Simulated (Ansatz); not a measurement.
## HfB in Ansatz: the effect of target pressure

HfB:

```xyz
2
Lattice="0.0000 2.3100 2.3100 2.3100 0.0000 2.3100 2.3100 2.3100 0.0000" Properties=species:S:1:pos:R:3 pbc="T T T"
Hf    2.3100    2.3100    2.3100
B     0.0000    0.0000    0.0000
```

Alike in all runs:

```yaml
Program: Ansatz 0.2.0
Task: relaxation of cell and atoms
Functional: PBEsol
Potentials_or_basis: all-electron LAPW, scalar-relativistic
Basis_error_allowed: 0.001 eV/atom
k_mesh: 10 × 10 × 10
Occupations: fermi-dirac, width 0.05 eV
Spin: no spin polarisation
```

Each run relaxes the cell or the atoms first.

```csv
target pressure,relaxed volume (Å³/atom)
0 GPa,13.71
5 GPa,13.36
10 GPa,?
20 GPa,12.49
30 GPa,12.03
```

Q: What does the run with target pressure 10 GPa give?

A: Relaxed volume 13.03 Å³/atom.

Worked out: In Murnaghan's law V^(-B') rises as a straight line in P. The other rows fit best with B' = 3.3, V0 = 13.71 Å³/atom and B0 = 183 GPa, which gives 13.04 Å³/atom at 10 GPa, against the run's 13.03.
